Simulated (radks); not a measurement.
# The first electron to leave Ba⁴⁺

Aim: remove one electron from each of the outer sub-shells of Ba⁴⁺ ([Kr] 4d10 5s2 5p(1/2: 2, 3/2: 2)) in turn, let the ion relax, and find the cheapest removal. The parent's configuration is the lowest that an earlier search found at this level.

The numbers are computed with radks (a radial shooting solver on a logarithmic mesh, Libxc functionals) version 1 (Dirac Kohn-Sham, BLYP, spin-unpolarised, spherical densities, finite nucleus), except any that are marked as measured or tabulated.

3 further runs of the same task are left out: 1 that didn't finish, 2 set aside as unsound or not needed.

## Step 1: The atom as given

* element: barium (Z = 56)
* charge: +4
* electrons: 52
* configuration: [Kr] 4d10 5s2 5p(1/2: 2, 3/2: 2)
* nuclear rms radius: 4.8378 fm

A shell typed twice in an input gives the lower j, then the higher j.

## Step 2: The parent, Ba⁴⁺

From an earlier run at this level the parent has E = -8136.115249 hartree and these outer levels (eV):

```csv
level,occupation,energy (eV)
4s1/2,2,-282.74
4p1/2,2,-230.70
4p3/2,4,-215.25
4d3/2,4,-130.17
4d5/2,6,-127.53
5s1/2,2,-69.895
5p1/2,2,-55.377
5p3/2,2,-52.883
```

## Step 3: Remove 5p3/2: [Kr] 4d10 5s2 5p(1/2: 2, 3/2: 1)

The run's settings:

```text
Z 56
configuration [Kr] 4d10 5s2 5p2 5p1
relativity Dirac
functional b88,lyp
spin unpolarised
j_filling energy
nucleus finite rms 4.8378 fm
c 137.035999084
```

## Step 4: Remove 5p1/2: [Kr] 4d10 5s2 5p(1/2: 1, 3/2: 2)

Input: that of step 3 with these lines changed.

```diff
@@ -1,3 +1,3 @@
 Z 56
-configuration [Kr] 4d10 5s2 5p2 5p1
+configuration [Kr] 4d10 5s2 5p1 5p2
 relativity Dirac
```

## Step 5: Remove 5s1/2: [Kr] 4d10 5s1 5p(1/2: 2, 3/2: 2)

Input: that of step 4 with these lines changed.

```diff
@@ -1,3 +1,3 @@
 Z 56
-configuration [Kr] 4d10 5s2 5p1 5p2
+configuration [Kr] 4d10 5s1 5p2 5p2
 relativity Dirac
```

## Step 6: Remove 4d5/2: [Kr] 4d(3/2: 4, 5/2: 5) 5s2 5p(1/2: 2, 3/2: 2)

Input: that of step 5 with these lines changed.

```diff
@@ -1,3 +1,3 @@
 Z 56
-configuration [Kr] 4d10 5s1 5p2 5p2
+configuration [Kr] 4d4 4d5 5s2 5p2 5p2
 relativity Dirac
```

Before running it: what results should come out? Wanted: for each run, case; final configuration; Δ-SCF; −ε of the level emptied.

**Answer**, as computed:

```csv
case,final configuration,Δ-SCF (eV),−ε of the level emptied (eV)
remove 5p3/2,"[Kr] 4d10 5s2 5p(1/2: 2, 3/2: 1)",58.966,52.883
remove 5p1/2,"[Kr] 4d10 5s2 5p(1/2: 1, 3/2: 2)",61.655,55.377
remove 5s1/2,"[Kr] 4d10 5s1 5p(1/2: 2, 3/2: 2)",76.703,69.895
remove 4d5/2,"[Kr] 4d(3/2: 4, 5/2: 5) 5s2 5p(1/2: 2, 3/2: 2)",138.92,127.53
```

In words: The 5p3/2 electron leaves first, at 58.966 eV; the next cheapest, 5p1/2, costs 61.655 eV. 5p3/2 is also the highest occupied level of the parent. NIST lists 58 eV (theoretical), between the same two configurations. Spin polarisation and multiplet splitting are left out, so open shells lie too high by an amount that depends on their filling.
